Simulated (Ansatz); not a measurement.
# C₂H₂AlFO: a spread of methods and bases

How do the results and run time of C₂H₂AlFO respond when the settings are drawn wide?

Computed with Ansatz 0.2.0, Gaussian basis. Level: the settings change from run to run.

## 1. The relaxed structure

An earlier PBE0-D4 in a triple-zeta def2 set relaxation fixed the geometry.

SMILES `[OH][Al]1[CH]=[C]1F`, 7 atoms, charge 0, spin multiplicity 1.

Atoms are counted from 1 here; the program's logs count them from 0.

Bond lengths: O1–Al2 1.677 Å, O1–H6 0.955 Å, Al2–C3 1.855 Å, Al2–C4 1.849 Å, C3–C4 1.363 Å, C3–H7 1.087 Å, C4–F5 1.330 Å. Angles: Al2–O1–H6 127.0°, O1–Al2–C3 155.7°, O1–Al2–C4 161.2°, C3–Al2–C4 43.2°, Al2–C3–C4 68.2°, Al2–C3–H7 163.5°, C4–C3–H7 128.3°, Al2–C4–C3 68.6°, Al2–C4–F5 164.9°, C3–C4–F5 126.5°.

## 2. BLYP/cc-pVTZ

Set apart from the defaults: D3(BJ) with three-body dispersion.

in.yaml reads:

```yaml
crystal:
  periodic: [false, false, false]
  atoms:
    - {symbol: O, position_ang: [-1.648670, 0.256299, 1.673761]}
    - {symbol: Al, position_ang: [-0.473248, 0.024069, 0.499868]}
    - {symbol: C, position_ang: [0.784112, -0.939307, -0.465521]}
    - {symbol: C, position_ang: [0.696158, 0.351425, -0.894851]}
    - {symbol: F, position_ang: [1.398344, 0.907634, -1.878278]}
    - {symbol: H, position_ang: [-2.123908, 1.063468, 1.858500]}
    - {symbol: H, position_ang: [1.428512, -1.731588, -0.839081]}
basis:
  gaussian: {orbitals: cc-pVTZ}
hamiltonian: {xc: {name: BLYP}, dispersion: d3bjatm}
```

Launch:

```
ansatz run in.yaml --threads 2 --pin off --events-out ev --progress --plain --max-ram 4352MiB
```

The log of the run:

```text
Functional definition: BLYP
  name "BLYP"
  cite "Becke, Phys. Rev. A 38, 3098 (1988) doi:10.1103/PhysRevA.38.3098"
  cite "Lee, Yang & Parr, Phys. Rev. B 37, 785 (1988) doi:10.1103/PhysRevB.37.785"
  parameter beta = 0.0042
  parameter a = 0.04918
  parameter b = 0.132
  parameter c = 0.2533
  parameter d = 0.349
  exchange = b88_x(beta = beta)
  correlation = lyp_c(a = a, b = b, c = c, d = d)
1034 factors; their error is unknown
mean field evaluation 1: about -13449.5049 eV, gradient 9.7e1 eV
mean field evaluation 2: about -13379.6154 eV, gradient 1.8e2 eV
mean field evaluation 4: about -13467.9511 eV, gradient 1.5e1 eV
mean field evaluation 8: about -13468.3996 eV, gradient 2.2e-1 eV
mean field evaluation 16: about -13468.3704 eV, gradient 2.3e-4 eV
mean field -13468.37039894 eV, -494.9534829717 hartree, gradient 4.0e-5 eV, S^2 0.000000; 0 other end points of the search recorded, 0 dependent functions left out
reference -13468.37072525 eV, -494.9534949632 hartree; 22, 22 occupied and 160, 160 virtual orbitals, 1034 factors
Total energy: -13468.62707482 eV, -494.9629156364 hartree
```

Wall time 1.6 s (2 threads of Arm Neoverse V2, shared host).

## 3. revPBE0/6-31G*

This run has atoms shaken by 0.08 Å.

in.yaml reads:

```yaml
crystal:
  periodic: [false, false, false]
  atoms:
    - {symbol: O, position_ang: [-1.519928, 0.249334, 1.737957]}
    - {symbol: Al, position_ang: [-0.389765, 0.099485, 0.514599]}
    - {symbol: C, position_ang: [0.665565, -0.918490, -0.510908]}
    - {symbol: C, position_ang: [0.727628, 0.348109, -0.922113]}
    - {symbol: F, position_ang: [1.222485, 0.859087, -1.904563]}
    - {symbol: H, position_ang: [-2.135170, 1.046457, 1.782004]}
    - {symbol: H, position_ang: [1.520451, -1.589244, -0.792324]}
basis:
  gaussian: {orbitals: "6-31G*"}
hamiltonian: {xc: {name: revPBE0}}
```

Same command.

The log of the run (excerpt; [...] marks lines left out):

```text
Functional definition: revPBE0
  name "revPBE0"
  cite "Zhang & Yang, Phys. Rev. Lett. 80, 890 (1998) doi:10.1103/PhysRevLett.80.890"
  cite "Adamo & Barone, J. Chem. Phys. 110, 6158 (1999) doi:10.1063/1.478522"
  cite "Perdew, Burke & Ernzerhof, Phys. Rev. Lett. 77, 3865 (1996) doi:10.1103/PhysRevLett.77.3865"
[...]
905 factors; their error is unknown
[...]
mean field -13460.08851667 eV, -494.6491294119 hartree, gradient 4.2e-5 eV, S^2 0.000000; 0 other end points of the search recorded, 0 dependent functions left out
reference -13460.08855317 eV, -494.6491307535 hartree; 22, 22 occupied and 61, 61 virtual orbitals, 905 factors
Total energy: -13460.08855317 eV, -494.6491307535 hartree
```

Run time: 0.95 s. Hardware: 2 threads of Arm Neoverse V2, shared host.

## 4. PBEsol/cc-pVTZ-DK

Options: high accuracy.

in.yaml reads:

```yaml
crystal:
  periodic: [false, false, false]
  atoms:
    - {symbol: O, position_ang: [-1.648670, 0.256299, 1.673761]}
    - {symbol: Al, position_ang: [-0.473248, 0.024069, 0.499868]}
    - {symbol: C, position_ang: [0.784112, -0.939307, -0.465521]}
    - {symbol: C, position_ang: [0.696158, 0.351425, -0.894851]}
    - {symbol: F, position_ang: [1.398344, 0.907634, -1.878278]}
    - {symbol: H, position_ang: [-2.123908, 1.063468, 1.858500]}
    - {symbol: H, position_ang: [1.428512, -1.731588, -0.839081]}
basis:
  gaussian: {orbitals: cc-pVTZ-DK}
hamiltonian: {xc: {name: PBEsol}}
accuracy: high
```

Launched as before.

The log of the run:

```text
Functional definition: PBEsol
  name "PBEsol"
  cite "Perdew et al., Phys. Rev. Lett. 100, 136406 (2008) doi:10.1103/PhysRevLett.100.136406"
  cite "Perdew, Burke & Ernzerhof, Phys. Rev. Lett. 77, 3865 (1996) doi:10.1103/PhysRevLett.77.3865"
  parent pbesol
  exchange = pbesol_x
  correlation = pbesol_c
3097 factors; integrals over basis functions are off by at most 2.1e-8 eV
mean field evaluation 1: about -13421.6229 eV, gradient 9.1e1 eV
mean field evaluation 2: about -13366.0370 eV, gradient 1.7e2 eV
mean field evaluation 4: about -13437.8888 eV, gradient 1.3e1 eV
mean field evaluation 8: about -13438.2306 eV, gradient 5.6e-1 eV
mean field evaluation 16: about -13438.2313 eV, gradient 3.0e-5 eV
mean field -13438.23125413 eV, -493.8458898289 hartree, gradient 4.8e-8 eV, S^2 0.000000; 0 other end points of the search recorded, 0 dependent functions left out
reference -13438.23125785 eV, -493.8458899657 hartree; 22, 22 occupied and 160, 160 virtual orbitals, 3097 factors
Total energy: -13438.23125785 eV, -493.8458899657 hartree
Relativity: scalar
```

Wall time 8 s (2 threads of Arm Neoverse V2, shared host); peak memory 0.68 GiB.

## 5. HSE06/cc-pVTZ

Set apart from the defaults: atoms shaken by 0.15 Å, D4 dispersion.

in.yaml reads:

```yaml
crystal:
  periodic: [false, false, false]
  atoms:
    - {symbol: O, position_ang: [-1.515001, 0.008909, 1.534640]}
    - {symbol: Al, position_ang: [-0.556381, -0.137743, 0.639101]}
    - {symbol: C, position_ang: [0.583405, -1.011913, -0.499135]}
    - {symbol: C, position_ang: [0.725625, 0.549816, -0.896478]}
    - {symbol: F, position_ang: [1.380897, 0.691046, -1.731578]}
    - {symbol: H, position_ang: [-1.982359, 0.799744, 1.716944]}
    - {symbol: H, position_ang: [1.374628, -1.749965, -0.660561]}
basis:
  gaussian: {orbitals: cc-pVTZ}
hamiltonian: {xc: {name: HSE06}, dispersion: d4}
```

Same command.

The log of the run (excerpt; [...] marks lines left out):

```text
Functional definition: HSE06
  name "HSE06"
  cite "Heyd, Scuseria & Ernzerhof, J. Chem. Phys. 118, 8207 (2003) doi:10.1063/1.1564060"
  cite "Krukau, Vydrov, Izmaylov & Scuseria, J. Chem. Phys. 125, 224106 (2006) doi:10.1063/1.2404663"
  cite "Heyd & Scuseria, J. Chem. Phys. 120, 7274 (2004) doi:10.1063/1.1668634"
  cite "Ernzerhof & Perdew, J. Chem. Phys. 109, 3313 (1998) doi:10.1063/1.476928"
  cite "Perdew, Burke & Ernzerhof, Phys. Rev. Lett. 77, 3865 (1996) doi:10.1103/PhysRevLett.77.3865"
  parent pbe
[...]
  # The whole range is PBE's own exchange, as in plane waves. The composition of these papers is wPBEh.
[...]
1064 factors; their error is unknown
91 factors; integrals over basis functions are off by at most 4.8e-7 eV
[...]
mean field -13450.69753748 eV, -494.3040172922 hartree, gradient 4.5e-5 eV, S^2 0.000000; 0 other end points of the search recorded, 0 dependent functions left out
reference -13450.69757623 eV, -494.3040187162 hartree; 22, 22 occupied and 160, 160 virtual orbitals, 1064 factors
Total energy: -13450.79737591 eV, -494.3076862868 hartree
```

It took 2.4 s on 2 threads of Arm Neoverse V2, shared host; peak memory 0.39 GiB.

## 6. r2SCAN0/def2-mTZVP

This run has coordinates scaled by 1.05, a grid of angular degree 11, a point charge of 2.00 e beside it, high accuracy, the search for lower states set to off.

in.yaml reads:

```yaml
crystal:
  periodic: [false, false, false]
  atoms:
    - {symbol: O, position_ang: [-1.731103, 0.269114, 1.757449]}
    - {symbol: Al, position_ang: [-0.496910, 0.025272, 0.524862]}
    - {symbol: C, position_ang: [0.823317, -0.986273, -0.488797]}
    - {symbol: C, position_ang: [0.730966, 0.368997, -0.939593]}
    - {symbol: F, position_ang: [1.468261, 0.953016, -1.972192]}
    - {symbol: H, position_ang: [-2.230104, 1.116641, 1.951425]}
    - {symbol: H, position_ang: [1.499937, -1.818167, -0.881035]}
basis:
  gaussian: {orbitals: def2-mTZVP, final_grid: {core_spheres: 5, valence_spheres: 4, degree: 11}, point_charges: [{charge: 2.00, position_ang: [4.603, -0.173, 0.592]}]}
hamiltonian: {xc: {name: r2SCAN0}}
accuracy: high
scf: {lower_state_search: off}
output: {forces: true}
```

The command is unchanged.

The log of the run (excerpt; [...] marks lines left out):

```text
Functional definition: r2SCAN0
  name "r2SCAN0"
  cite "Bursch, Neugebauer, Ehlert & Grimme, J. Chem. Phys. 156, 134105 (2022) doi:10.1063/5.0086040"
  cite "Furness, Kaplan, Ning, Perdew & Sun, J. Phys. Chem. Lett. 11, 8208 (2020) doi:10.1021/acs.jpclett.0c02405"
  cite "Furness, Kaplan, Ning, Perdew & Sun, J. Phys. Chem. Lett. 11, 9248 (2020) doi:10.1021/acs.jpclett.0c03077"
  parent r2scan
[...]
2134 factors; integrals over basis functions are off by at most 1.6e-8 eV
[...]
mean field -13464.23851800 eV, -494.8016391477 hartree, gradient 5.5e-8 eV, S^2 0.000000; 0 other end points of the search recorded, 0 dependent functions left out
[...]
reference -13464.23851878 eV, -494.8016391764 hartree; 22, 22 occupied and 87, 87 virtual orbitals, 2134 factors
Total energy: -13464.23851878 eV, -494.8016391764 hartree
Atom 0 at    -1.731103     0.269114     1.757449 Å, force     1.100822     1.207478    -1.392117 eV/Å
Atom 1 at    -0.496910     0.025272     0.524862 Å, force    -1.186126     0.188216     0.337874 eV/Å
Atom 2 at     0.823317    -0.986273    -0.488797 Å, force     1.038248     2.347933    -0.538759 eV/Å
Atom 3 at     0.730966     0.368997    -0.939593 Å, force     0.736087    -2.010663     0.511833 eV/Å
Atom 4 at     1.468261     0.953016    -1.972192 Å, force    -0.943046    -1.057733     1.587984 eV/Å
Atom 5 at    -2.230104     1.116641     1.951425 Å, force     1.016095    -1.686804    -0.490343 eV/Å
Atom 6 at     1.499937    -1.818167    -0.881035 Å, force    -1.208738     0.999460     0.267092 eV/Å
Dipole moment:    -1.027008     0.175933     0.402352 e Å
Checks for a lower state left out: stability, starts, cluster_reference, orbital_swaps, neighbouring_geometries, increment
```

Wall time 2.9 s (2 threads of Arm Neoverse V2, shared host); peak memory 0.32 GiB.

Largest force 2.623 eV/Å, dipole 5.36 D.

## 7. wB97M-V/6-31++G**

Set apart from the defaults: charge +1, multiplicity 2, atoms shaken by 0.08 Å, density fitting with def2-universal-jkfit, the search for lower states set to full.

in.yaml reads:

```yaml
crystal:
  periodic: [false, false, false]
  atoms:
    - {symbol: O, position_ang: [-1.578616, 0.123961, 1.629234]}
    - {symbol: Al, position_ang: [-0.375585, -0.055854, 0.551754]}
    - {symbol: C, position_ang: [0.733930, -0.913154, -0.529646]}
    - {symbol: C, position_ang: [0.718952, 0.360919, -0.967653]}
    - {symbol: F, position_ang: [1.378371, 0.988142, -1.881873]}
    - {symbol: H, position_ang: [-2.224512, 1.070323, 1.827872]}
    - {symbol: H, position_ang: [1.381860, -1.737778, -0.787038]}
basis:
  gaussian: {orbitals: "6-31++G**", fitting: {mean_field: def2-universal-jkfit}}
total_charge: 1
magnetization: {spin_polarized: true, initial_magnetization: 1}
hamiltonian: {xc: {name: wB97M-V}}
scf: {lower_state_search: full}
output: {forces: true}
```

The command is unchanged.

The log of the run (excerpt; [...] marks lines left out):

```text
Functional definition: wB97M-V
  name "wB97M-V"
  cite "Mardirossian & Head-Gordon, J. Chem. Phys. 144, 214110 (2016) doi:10.1063/1.4952647"
  cite "Becke, J. Chem. Phys. 107, 8554 (1997) doi:10.1063/1.475007"
  cite "Vydrov & Van Voorhis, J. Chem. Phys. 133, 244103 (2010) doi:10.1063/1.3521275"
  # Of w^i u^j: cxij and so on, Table III.
[...]
  gx(w, u) = 1 - cx + cx01*u + cx10*w
  gss(w, u) = css00 + css04*u^4 + css10*w + css20*w^2 + css43*w^4*u^3
  gos(w, u) = cos00 + cos10*w + (cos20 + cos21*u)*w^2 + (cos60 + cos61*u)*w^6
[...]
      + integral(e_c_pw_mod_opposite_spin*gos(b97_w_opposite, b97_u_opposite)) + vv10(b, c)
468 factors; integrals over basis functions are off by at most 2.6e-1 eV
468 factors; integrals over basis functions are off by at most 6.2e-5 eV
[...]
mean field -13454.05053075 eV, -494.4272375220 hartree, gradient 5.0e-5 eV, S^2 0.754681; 5 other end points of the search recorded, 0 dependent functions left out
[...]
reference -13454.05062546 eV, -494.4272410027 hartree; 22, 21 occupied and 89, 90 virtual orbitals, 468 factors
Total energy: -13454.05062546 eV, -494.4272410027 hartree
Atom 0 at    -1.578616     0.123961     1.629234 Å, force    -4.028359     5.071797     1.734270 eV/Å
Atom 1 at    -0.375585    -0.055854     0.551754 Å, force    -1.950192     0.002529     2.294898 eV/Å
Atom 2 at     0.733930    -0.913154    -0.529646 Å, force     0.574455     1.614733    -1.494459 eV/Å
Atom 3 at     0.718952     0.360919    -0.967653 Å, force     2.723880    -2.489761    -1.806210 eV/Å
Atom 4 at     1.378371     0.988142    -1.881873 Å, force    -0.627447     0.724622     0.178258 eV/Å
Atom 5 at    -2.224512     1.070323     1.827872 Å, force     3.015338    -4.598842    -0.800125 eV/Å
Atom 6 at     1.381860    -1.737778    -0.787038 Å, force     0.292325    -0.325078    -0.106632 eV/Å
Dipole moment:    -0.106962     0.109882     0.207169 e Å
```

It took 31 s on 2 threads of Arm Neoverse V2, shared host; peak memory 0.45 GiB.

Largest force 6.705 eV/Å, ⟨S²⟩ 0.755.

## 8. B2PLYP/6-31G*

Set apart from the defaults: coordinates scaled by 1.05, relativity set to scalar.

in.yaml reads:

```yaml
crystal:
  periodic: [false, false, false]
  atoms:
    - {symbol: O, position_ang: [-1.731103, 0.269114, 1.757449]}
    - {symbol: Al, position_ang: [-0.496910, 0.025272, 0.524862]}
    - {symbol: C, position_ang: [0.823317, -0.986273, -0.488797]}
    - {symbol: C, position_ang: [0.730966, 0.368997, -0.939593]}
    - {symbol: F, position_ang: [1.468261, 0.953016, -1.972192]}
    - {symbol: H, position_ang: [-2.230104, 1.116641, 1.951425]}
    - {symbol: H, position_ang: [1.499937, -1.818167, -0.881035]}
basis:
  gaussian: {orbitals: "6-31G*"}
hamiltonian: {xc: {name: B2PLYP}, pseudopotentials: {relativity: scalar}}
output: {forces: true}
```

The command is unchanged.

The log of the run (excerpt; [...] marks lines left out):

```text
Functional definition: B2PLYP
  name "B2PLYP"
  cite "Grimme, J. Chem. Phys. 124, 034108 (2006) doi:10.1063/1.2148954"
  cite "Becke, Phys. Rev. A 38, 3098 (1988) doi:10.1103/PhysRevA.38.3098"
  cite "Lee, Yang & Parr, Phys. Rev. B 37, 785 (1988) doi:10.1103/PhysRevB.37.785"
[...]
771 factors; integrals over basis functions are off by at most 6.2e-4 eV
[...]
mean field -13464.87978049 eV, -494.8252051095 hartree, gradient 6.2e-6 eV, S^2 0.000000; 0 other end points of the search recorded, 0 dependent functions left out
9 core orbitals not correlated: weight in the atoms' cores, before any rotation towards them, 1.000 or more for the frozen orbitals, at most 0.000 for the correlated occupied ones
reference -13464.87992117 eV, -494.8252102796 hartree; 13, 13 occupied and 61, 61 virtual orbitals, 771 factors
second order -22.69682074 eV of doubles, -0.00000000 eV of singles
[...]
Total energy: -13471.00806277 eV, -495.0504153295 hartree
Relativity: scalar
Atom 0 at    -1.731103     0.269114     1.757449 Å, force     0.213018     0.997899    -0.635422 eV/Å
Atom 1 at    -0.496910     0.025272     0.524862 Å, force     0.276585    -0.011162    -0.294077 eV/Å
Atom 2 at     0.823317    -0.986273    -0.488797 Å, force     0.065265     1.652515    -0.742022 eV/Å
Atom 3 at     0.730966     0.368997    -0.939593 Å, force     0.363408    -1.586074     0.252712 eV/Å
Atom 4 at     1.468261     0.953016    -1.972192 Å, force    -0.972123    -0.812876     1.378655 eV/Å
Atom 5 at    -2.230104     1.116641     1.951425 Å, force     1.011997    -1.381862    -0.530296 eV/Å
Atom 6 at     1.499937    -1.818167    -0.881035 Å, force    -0.958150     1.141560     0.570449 eV/Å
Dipole moment:    -0.355137     0.149701     0.322310 e Å
```

It took 3.5 s on 2 threads of Arm Neoverse V2, shared host.

Largest force 1.873 eV/Å, dipole 2.41 D.

## 9. wPBEh/def2-SVPD

Set apart from the defaults: a point charge of 0.50 e beside it, the search for lower states set to light.

in.yaml reads:

```yaml
crystal:
  periodic: [false, false, false]
  atoms:
    - {symbol: O, position_ang: [-1.648670, 0.256299, 1.673761]}
    - {symbol: Al, position_ang: [-0.473248, 0.024069, 0.499868]}
    - {symbol: C, position_ang: [0.784112, -0.939307, -0.465521]}
    - {symbol: C, position_ang: [0.696158, 0.351425, -0.894851]}
    - {symbol: F, position_ang: [1.398344, 0.907634, -1.878278]}
    - {symbol: H, position_ang: [-2.123908, 1.063468, 1.858500]}
    - {symbol: H, position_ang: [1.428512, -1.731588, -0.839081]}
basis:
  gaussian: {orbitals: def2-SVPD, point_charges: [{charge: 0.50, position_ang: [5.058, -0.481, 0.477]}]}
hamiltonian: {xc: {name: wPBEh}}
scf: {lower_state_search: light}
```

The command is unchanged.

The log of the run (excerpt; [...] marks lines left out):

```text
Functional definition: wPBEh
  name "wPBEh"
  cite "Heyd, Scuseria & Ernzerhof, J. Chem. Phys. 118, 8207 (2003) doi:10.1063/1.1564060"
  cite "Krukau, Vydrov, Izmaylov & Scuseria, J. Chem. Phys. 125, 224106 (2006) doi:10.1063/1.2404663"
  cite "Heyd & Scuseria, J. Chem. Phys. 120, 7274 (2004) doi:10.1063/1.1668634"
  cite "Ernzerhof & Perdew, J. Chem. Phys. 109, 3313 (1998) doi:10.1063/1.476928"
  cite "Perdew, Burke & Ernzerhof, Phys. Rev. Lett. 77, 3865 (1996) doi:10.1103/PhysRevLett.77.3865"
  parent pbe
[...]
1081 factors; their error is unknown
131 factors; integrals over basis functions are off by at most 5.8e-7 eV
[...]
mean field -13450.49270306 eV, -494.2964897662 hartree, gradient 1.8e-5 eV, S^2 0.000000; 0 other end points of the search recorded, 0 dependent functions left out
reference -13450.49275378 eV, -494.2964916300 hartree; 22, 22 occupied and 104, 104 virtual orbitals, 1081 factors
Total energy: -13450.49275378 eV, -494.2964916300 hartree
```

Run time: 2 s. Hardware: 2 threads of Arm Neoverse V2, shared host.

## 10. B2PLYP/6-31++G**

Options: atoms shaken by 0.03 Å, density fitting with def2-universal-jkfit.

in.yaml reads:

```yaml
crystal:
  periodic: [false, false, false]
  atoms:
    - {symbol: O, position_ang: [-1.595700, 0.284221, 1.659913]}
    - {symbol: Al, position_ang: [-0.446112, 0.032382, 0.509266]}
    - {symbol: C, position_ang: [0.786035, -0.897590, -0.478862]}
    - {symbol: C, position_ang: [0.706662, 0.357531, -0.840995]}
    - {symbol: F, position_ang: [1.404843, 0.884599, -1.839811]}
    - {symbol: H, position_ang: [-2.134164, 1.050870, 1.903290]}
    - {symbol: H, position_ang: [1.422797, -1.711361, -0.818332]}
basis:
  gaussian: {orbitals: "6-31++G**", fitting: {mean_field: def2-universal-jkfit}}
hamiltonian: {xc: {name: B2PLYP}}
output: {forces: true}
```

The command is unchanged.

The log of the run (excerpt; [...] marks lines left out):

```text
Functional definition: B2PLYP
  name "B2PLYP"
  cite "Grimme, J. Chem. Phys. 124, 034108 (2006) doi:10.1063/1.2148954"
  cite "Becke, Phys. Rev. A 38, 3098 (1988) doi:10.1103/PhysRevA.38.3098"
  cite "Lee, Yang & Parr, Phys. Rev. B 37, 785 (1988) doi:10.1103/PhysRevB.37.785"
[...]
468 factors; integrals over basis functions are off by at most 1.9e-1 eV
[...]
mean field -13451.01886932 eV, -494.3158260196 hartree, gradient 7.2e-6 eV, S^2 0.000000; 0 other end points of the search recorded, 0 dependent functions left out
9 core orbitals not correlated: weight in the atoms' cores, before any rotation towards them, 1.000 or more for the frozen orbitals, at most 0.000 for the correlated occupied ones
reference -13451.01906156 eV, -494.3158330843 hartree; 13, 13 occupied and 89, 89 virtual orbitals, 468 factors
second order -22.58167605 eV of doubles, -0.00000000 eV of singles
[...]
Total energy: -13457.11611410 eV, -494.5398956321 hartree
Atom 0 at    -1.595700     0.284221     1.659913 Å, force    -1.457305     0.713235     1.258834 eV/Å
Atom 1 at    -0.446112     0.032382     0.509266 Å, force    -0.058493    -0.093148     0.126776 eV/Å
Atom 2 at     0.786035    -0.897590    -0.478862 Å, force     0.477848    -3.799180     1.210815 eV/Å
Atom 3 at     0.706662     0.357531    -0.840995 Å, force    -0.038214     2.607217    -1.218916 eV/Å
Atom 4 at     1.404843     0.884599    -1.839811 Å, force     0.797529     0.921658    -1.076908 eV/Å
Atom 5 at    -2.134164     1.050870     1.903290 Å, force     0.316356    -0.474320    -0.122489 eV/Å
Atom 6 at     1.422797    -1.711361    -0.818332 Å, force    -0.037720     0.124538    -0.178113 eV/Å
Dipole moment:    -0.402348     0.124738     0.375920 e Å
```

Run time: 4.4 s. Hardware: 2 threads of Arm Neoverse V2, shared host.

Largest force 4.016 eV/Å, dipole 2.71 D.

## 11. All runs side by side

```tsv
level	charge	multiplicity	geometry	functions	energy (eV)	time
BLYP/cc-pVTZ	0	1	relaxed	182	-13468.627	1.6 s
revPBE0/6-31G*	0	1	shaken	83	-13460.089	0.95 s
PBEsol/cc-pVTZ-DK	0	1	relaxed	182	-13438.231	8 s
HSE06/cc-pVTZ	0	1	shaken	182	-13450.797	2.4 s
r2SCAN0/def2-mTZVP	0	1	scaled, point charge	109	-13464.239	2.9 s
wB97M-V/6-31++G**	1	2	shaken	111	-13454.051	31 s
B2PLYP/6-31G*	0	1	scaled	83	-13471.008	3.5 s
wPBEh/def2-SVPD	0	1	relaxed, point charge	126	-13450.493	2 s
B2PLYP/6-31++G**	0	1	shaken	111	-13457.116	4.4 s
```

## 12. Summary of results

| quantity | value |
| --- | --- |
| runs | 9 |
| quickest | revPBE0/6-31G*, 0.95 s |
| slowest | wB97M-V/6-31++G**, 31 s |
| spread of total energies, same state and geometry | 30.4 eV |

What this shows: wB97M-V/6-31++G** took 33 times as long as revPBE0/6-31G*. The jobs differ in tasks and options as well as level. Total energies at one charge and spin differ by 30 eV between levels, so only differences within one level mean anything. Some of these runs are scalar-relativistic and others not, which shifts the totals of all-electron atoms past neon by eV; core potentials, where a basis has them, take the core out of the total altogether.
